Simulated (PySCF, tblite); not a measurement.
# C₃₆H₂₀: electronic excitations, NMR shifts, part 2 of 2

tblite 0.8.0 and PySCF 2.14.0. Atoms count from 0.

## Step 5: NMR shifts: GIAO OPBE/pcSseg-1

What the job is given:

```
{"job": {"kind": "nmr", "basis": "pcSseg-1", "pop": false, "xc": "OPBE"}, "charge": 0, "multiplicity": 1}
C      6.572710     1.388806     2.472445
C      5.276951     1.074421     2.887581
C      4.407318     0.439411     2.036070
C      4.782398     0.101152     0.722298
C      6.143132     0.283432     0.367059
C      7.004515     0.965939     1.242735
C      6.639636    -0.295525    -0.832165
C      5.846318    -1.093052    -1.585577
C      4.460434    -1.222300    -1.299697
C      3.637127    -2.035240    -2.108812
C      2.298175    -2.124401    -1.884386
C      1.666400    -1.286003    -0.938532
C      0.236108    -1.258870    -0.799284
C     -0.582761    -2.298098    -1.283093
C     -1.922470    -2.313161    -1.025685
C     -2.576410    -1.216158    -0.427952
C     -3.991420    -1.250494    -0.112430
C     -4.786976    -2.375220    -0.319101
C     -6.115733    -2.403400     0.073472
C     -6.694080    -1.308547     0.675843
C     -5.945976    -0.147797     0.884399
C     -6.534173     1.019010     1.453529
C     -5.839992     2.174531     1.551562
C     -4.487464     2.258164     1.111794
C     -3.793689     3.470989     1.110718
C     -2.532048     3.543188     0.562071
C     -1.889006     2.397590     0.121280
C     -2.486220     1.143272     0.244506
C     -1.810550    -0.087583    -0.102112
C     -0.385475    -0.190159    -0.116714
C      0.449152     0.707452     0.596751
C      1.802606     0.586593     0.590300
C      2.463978    -0.415484    -0.164577
C      3.890643    -0.509535    -0.228287
C     -3.846129     1.089421     0.634841
C     -4.585368    -0.115327     0.492776
H      7.241853     1.914366     3.138222
H      4.962892     1.320607     3.891752
H      3.440477     0.137552     2.407451
H      8.029567     1.126312     0.939980
H      7.677585    -0.138753    -1.089445
H      6.241004    -1.616830    -2.444715
H      4.098790    -2.597825    -2.907660
H      1.703961    -2.780359    -2.499723
H     -0.143577    -3.142611    -1.790498
H     -2.492157    -3.180961    -1.316473
H     -4.380296    -3.257922    -0.785458
H     -6.700651    -3.295227    -0.097015
H     -7.731995    -1.329880     0.975434
H     -7.563086     0.961360     1.780279
H     -6.302206     3.066991     1.949633
H     -4.276675     4.356638     1.496924
H     -2.032626     4.497123     0.477357
H     -0.926233     2.490866    -0.356277
H     -0.000859     1.468772     1.214084
H      2.387932     1.320401     1.119601
```

With the program's defaults for keys left out, this is: GIAO OPBE/pcSseg-1 NMR shielding, non-relativistic, gas phase.

Output:

```text
start: PBE on a coarse grid of 48073 points
cycle   1  E = -1381.5004634729  dE =  6.519e+00  |g| = 9.541e-01  |ddm| = 1.001e+01
cycle   2  E = -1381.3907252615  dE =  1.097e-01  |g| = 1.161e+00  |ddm| = 3.771e+00
cycle   3  E = -1381.7524505853  dE = -3.617e-01  |g| = 2.242e-01  |ddm| = 2.354e+00
cycle   4  E = -1381.7608692477  dE = -8.419e-03  |g| = 1.348e-01  |ddm| = 4.865e-01
cycle   5  E = -1381.7662311763  dE = -5.362e-03  |g| = 3.627e-02  |ddm| = 2.714e-01
cycle   6  E = -1381.7665336499  dE = -3.025e-04  |g| = 1.679e-02  |ddm| = 7.169e-02
cycle   7  E = -1381.7666004418  dE = -6.679e-05  |g| = 8.224e-03  |ddm| = 3.260e-02
final grid: 447850 points
cycle   8  E = -1383.1791145626  dE = -4.420e-02  |g| = 4.699e-02  |ddm| = 2.248e+00
cycle   9  E = -1383.1781739743  dE =  9.406e-04  |g| = 6.869e-02  |ddm| = 2.072e-01
cycle  10  E = -1383.1790629406  dE = -8.890e-04  |g| = 4.330e-02  |ddm| = 1.533e-01
cycle  11  E = -1383.1796332501  dE = -5.703e-04  |g| = 8.143e-03  |ddm| = 6.448e-02
cycle  12  E = -1383.1796477476  dE = -1.450e-05  |g| = 3.351e-03  |ddm| = 1.495e-02
cycle  13  E = -1383.1796521577  dE = -4.410e-06  |g| = 1.430e-03  |ddm| = 6.347e-03
cycle  14  E = -1383.1796538628  dE = -1.705e-06  |g| = 3.226e-04  |ddm| = 2.540e-03
cycle  15  E = -1383.1796529453  dE =  9.175e-07  |g| = 2.237e-04  |ddm| = 9.599e-04
cycle  16  E = -1383.1796520488  dE =  8.965e-07  |g| = 5.804e-05  |ddm| = 5.119e-04
converged SCF energy = -1383.1796520488

GIAO shielding tensors (ppm)
atom      isotropic    diamagn.    paramagn.     s11        s22        s33       span
  0 C       63.130     251.849    -188.720    -36.121     49.049    176.462    212.583
  1 C       63.741     251.140    -187.399    -36.198     52.022    175.399    211.597
  2 C       60.522     255.002    -194.480    -31.984     41.907    171.643    203.627
  3 C       62.789     252.667    -189.879    -12.210     13.087    187.488    199.698
  4 C       59.476     248.569    -189.093    -10.906     -0.962    190.296    201.202
  5 C       61.349     234.276    -172.927    -30.001     52.476    161.573    191.574
  6 C       61.342     243.328    -181.986    -28.755     55.373    157.407    186.163
  7 C       62.475     236.756    -174.281    -27.254     58.014    156.664    183.918
  8 C       62.193     256.426    -194.233     -7.469      4.566    189.480    196.949
  9 C       62.785     249.369    -186.584    -26.302     57.069    157.589    183.891
 10 C       66.875     248.090    -181.215    -29.031     55.260    174.396    203.428
 11 C       62.819     245.672    -182.854     -9.017     15.005    182.468    191.486
 12 C       61.992     251.220    -189.227    -10.055     13.267    182.765    192.820
 13 C       66.493     252.034    -185.541    -28.963     55.423    173.019    201.981
 14 C       68.774     252.524    -183.750    -24.955     56.480    174.798    199.752
 15 C       64.111     255.714    -191.603     -9.025     21.435    179.922    188.947
 16 C       63.408     241.064    -177.657    -14.612     23.343    181.493    196.105
 17 C       69.645     237.662    -168.017    -22.172     51.627    179.480    201.652
 18 C       63.481     249.814    -186.333    -37.599     50.805    177.238    214.838
 19 C       63.179     239.957    -176.779    -25.757     52.060    163.233    188.989
 20 C       60.846     248.753    -187.907    -12.936      6.029    189.445    202.381
 21 C       61.149     242.916    -181.766    -28.855     56.736    155.568    184.424
 22 C       61.255     240.415    -179.160    -29.054     56.754    156.066    185.120
 23 C       61.541     250.017    -188.476    -12.076      6.749    189.951    202.027
 24 C       63.436     249.331    -185.895    -24.522     51.319    163.511    188.032
 25 C       64.819     252.946    -188.127    -35.237     52.227    177.466    212.703
 26 C       61.878     251.674    -189.796    -26.118     40.261    171.491    197.609
 27 C       64.007     256.359    -192.352    -14.150     21.350    184.821    198.971
 28 C       64.330     245.935    -181.604     -1.574     18.757    175.808    177.382
 29 C       63.823     256.139    -192.316     -3.817      7.849    187.437    191.255
 30 C       61.973     254.620    -192.648    -31.733     49.898    167.752    199.485
 31 C       62.957     256.608    -193.652    -29.814     50.808    167.876    197.691
 32 C       64.206     257.634    -193.428     -3.469      8.931    187.155    190.624
 33 C       64.888     242.701    -177.813     -0.732     14.503    180.891    181.623
 34 C       68.444     243.248    -174.805      0.479      6.814    198.038    197.559
 35 C       69.146     243.622    -174.476      1.397      8.411    197.631    196.235
 36 H       23.606      25.490      -1.884     19.262     25.157     26.398      7.136
 37 H       23.638      32.286      -8.648     18.752     24.237     27.925      9.173
 38 H       22.494      34.161     -11.667     14.621     22.206     30.656     16.035
 39 H       23.312      28.347      -5.035     18.056     24.326     27.554      9.498
 40 H       23.400      30.156      -6.756     17.909     24.809     27.483      9.573
 41 H       23.421      29.958      -6.537     17.539     24.821     27.902     10.364
 42 H       23.217      34.743     -11.526     16.893     24.781     27.978     11.085
 43 H       22.274      36.730     -14.456     13.968     23.515     29.338     15.370
 44 H       22.161      37.254     -15.093     13.578     23.589     29.316     15.738
 45 H       22.107      38.553     -16.446     13.197     23.929     29.196     15.999
 46 H       22.162      36.927     -14.764     13.411     23.765     29.311     15.900
 47 H       23.038      26.537      -3.500     17.217     25.038     26.857      9.640
 48 H       23.062      30.921      -7.859     16.953     24.686     27.548     10.594
 49 H       23.150      29.849      -6.699     17.088     24.852     27.510     10.421
 50 H       23.132      29.425      -6.292     17.094     24.736     27.567     10.474
 51 H       23.095      33.644     -10.549     16.977     24.872     27.436     10.459
 52 H       23.219      31.817      -8.598     17.305     24.709     27.643     10.338
 53 H       22.382      35.028     -12.646     13.714     22.688     30.743     17.028
 54 H       21.945      37.441     -15.496     11.643     21.663     32.528     20.885
 55 H       21.963      38.047     -16.084     11.936     21.843     32.110     20.174
```

Wall time 71 s (2 threads of Arm Neoverse V1, shared host); peak memory 1.4 GiB.

Shifts follow as δ = σ(reference) − σ, with reference shieldings (ppm) from runs at the same level and on the same kind of geometry: 1H TMS 31.67, 13C TMS 187.5. The references are single molecules in the gas phase.

| atoms | environment | σ (ppm) | δ (ppm) |
| --- | --- | --- | --- |
| C4 | ring-fusion aromatic carbon | 59.5 | 128.0 |
| C2 | aromatic CH | 60.5 | 127.0 |
| C20 | ring-fusion aromatic carbon | 60.8 | 126.7 |
| C21 | aromatic CH | 61.1 | 126.4 |
| C22 | aromatic CH | 61.3 | 126.2 |
| C6 | aromatic CH | 61.3 | 126.2 |
| C5 | aromatic CH | 61.3 | 126.2 |
| C23 | ring-fusion aromatic carbon | 61.5 | 126.0 |
| C26 | aromatic CH | 61.9 | 125.6 |
| C30 | aromatic CH | 62.0 | 125.5 |
| C12 | ring-fusion aromatic carbon | 62.0 | 125.5 |
| C8 | ring-fusion aromatic carbon | 62.2 | 125.3 |
| C7 | aromatic CH | 62.5 | 125.0 |
| C9 | aromatic CH | 62.8 | 124.7 |
| C3 | ring-fusion aromatic carbon | 62.8 | 124.7 |
| C11 | ring-fusion aromatic carbon | 62.8 | 124.7 |
| C31 | aromatic CH | 63.0 | 124.5 |
| C0 | aromatic CH | 63.1 | 124.4 |
| C19 | aromatic CH | 63.2 | 124.3 |
| C16 | ring-fusion aromatic carbon | 63.4 | 124.1 |
| C24 | aromatic CH | 63.4 | 124.1 |
| C18 | aromatic CH | 63.5 | 124.0 |
| C1 | aromatic CH | 63.7 | 123.8 |
| C29 | ring-fusion aromatic carbon | 63.8 | 123.7 |
| C27 | ring-fusion aromatic carbon | 64.0 | 123.5 |
| C15 | ring-fusion aromatic carbon | 64.1 | 123.4 |
| C32 | ring-fusion aromatic carbon | 64.2 | 123.3 |
| C28 | ring-fusion aromatic carbon | 64.3 | 123.2 |
| C25 | aromatic CH | 64.8 | 122.7 |
| C33 | ring-fusion aromatic carbon | 64.9 | 122.6 |
| C13 | aromatic CH | 66.5 | 121.0 |
| C10 | aromatic CH | 66.9 | 120.6 |
| C34 | ring-fusion aromatic carbon | 68.4 | 119.1 |
| C14 | aromatic CH | 68.8 | 118.7 |
| C35 | ring-fusion aromatic carbon | 69.1 | 118.4 |
| C17 | aromatic CH | 69.6 | 117.9 |
| H54 | hydrogen on an aromatic CH | 21.94 | 9.73 |
| H55 | hydrogen on an aromatic CH | 21.96 | 9.71 |
| H45 | hydrogen on an aromatic CH | 22.11 | 9.56 |
| H44 | hydrogen on an aromatic CH | 22.16 | 9.51 |

Ring of atoms C0, C1, C2, C3, C4, C5: NICS(0) -8.6, NICS(1) -11.2, NICS(1)zz -28.4 ppm (means of both faces; NICS(1) differs between them: -12.4 and -9.9).

The two faces differ (NICS(1)zz -31.0 and -25.8 ppm).

Ring of atoms C3, C4, C6, C7, C8, C33: NICS(0) -5.7, NICS(1) -9.1, NICS(1)zz -21.1 ppm (means of both faces).

Ring of atoms C8, C9, C10, C11, C32, C33: NICS(0) -6.6, NICS(1) -9.9, NICS(1)zz -23.4 ppm (means of both faces).

## Step 6: Results

This closing draws on all 2 parts.

| quantity | value |
| --- | --- |
| strongest single infrared mode (GFN2-xTB) | 3086 cm⁻¹, 181 km/mol |
| zero-point energy (GFN2-xTB) | 268.4 kcal/mol |
| lowest singlet (PBE0/def2-SVP) | 3.29 eV (377 nm), f = 0.009 |
| brightest single state of those computed | state 4, 3.76 eV, f = 1.092 |
| lowest triplet | 2.41 eV |
| 13C shifts against TMS (OPBE/pcSseg-1) | 128.0, 127.0, 126.7, 126.4, 126.2, 126.2, 126.2, 126.0, 125.6, 125.5, 125.5, 125.3, 125.0, 124.7 ppm and more |
| 1H shifts against TMS (OPBE/pcSseg-1) | 9.73, 9.71, 9.56, 9.51, 9.51, 9.40, 9.29, 9.18, 8.63, 8.61, 8.58, 8.54, 8.52, 8.46 ppm and more |

What this shows: No mode is imaginary among the 162: a minimum at this level. Unscaled tight-binding wavenumbers are off by several per cent, some by more. Its intensities can rank the bands wrongly. The first singlet state (HOMO→LUMO+1 0.47, HOMO−1→LUMO 0.40) lies at 3.29 eV and is weak; of the 6 states computed, the strongest absorption comes from state 4 at 3.76 eV. The lowest triplet lies 0.88 eV below the lowest singlet. NICS(1)zz of -28 ppm above the planar ring from C0 marks a diatropic (aromatic) ring current.
